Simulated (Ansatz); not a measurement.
# Al2C: the cost of one run

Program: Ansatz 0.2.0. Level of theory: DFT PBE, scalar-relativistic, plane waves, PAW. These are calculated values, not measurements.

**1. Starting point**

The structure is cubic, space group F-43m (No. 216). Conventional cell: a = 5.463 Å, b = 5.463 Å, c = 5.463 Å, α = 90.00°, β = 90.00°, γ = 90.00°. Al (site symmetry -43m) is surrounded by 4 Al at 2.37 Å and 4 C at 2.37 Å. Al (site symmetry -43m) has 4 Al at 2.37 Å as nearest neighbours. Around C (site symmetry -43m) lie 4 Al at 2.37 Å.

As a file:

```
CELL_PARAMETERS angstrom
0.00000 2.73169 2.73169
2.73169 0.00000 2.73169
2.73169 2.73169 0.00000
ATOMIC_POSITIONS crystal
Al 0.75000 0.75000 0.75000
Al 0.50000 0.50000 0.50000
C 0.00000 0.00000 0.00000
```

The cell is invented: species swapped into a database cell of Cu2Se (F-43m, No. 216), with Al on the Cu sites and C on the Se sites. Lengths come from tabulated atomic sizes and are only a guess.

**2. The guess as it stands, on a coarse mesh**

Contents of input.yaml:

```yaml
crystal:
  lattice:
    - [0.0, 2.73169339, 2.73169339]
    - [2.73169339, 0.0, 2.73169339]
    - [2.73169339, 2.73169339, 0.0]
  atoms:
    - { symbol: Al, position: [0.75, 0.75, 0.75] }
    - { symbol: Al, position: [0.5, 0.5, 0.5] }
    - { symbol: C, position: [0.0, 0.0, 0.0] }
basis:
  ecutwfc: 420
kpoints:
  mp_grid: { grid: [6, 6, 6] }
hamiltonian:
  xc: pbe
scf:
  occupations: { method: gaussian, width: 0.1 }
  lower_state_search: "off"
output:
  forces: true
  stress: true
  eigenvalues: true
```

On the command line:

```
$ ansatz run input.yaml --threads 1 --pin off --max-ram 2560MiB --backend cpu --events-out ev --progress --plain --runs-dir out
```

Q: Estimate wall time and peak memory on 1 thread of Intel Xeon at 2.70GHz, shared host.

About 1.4 s, with a peak of 0.29 GiB.
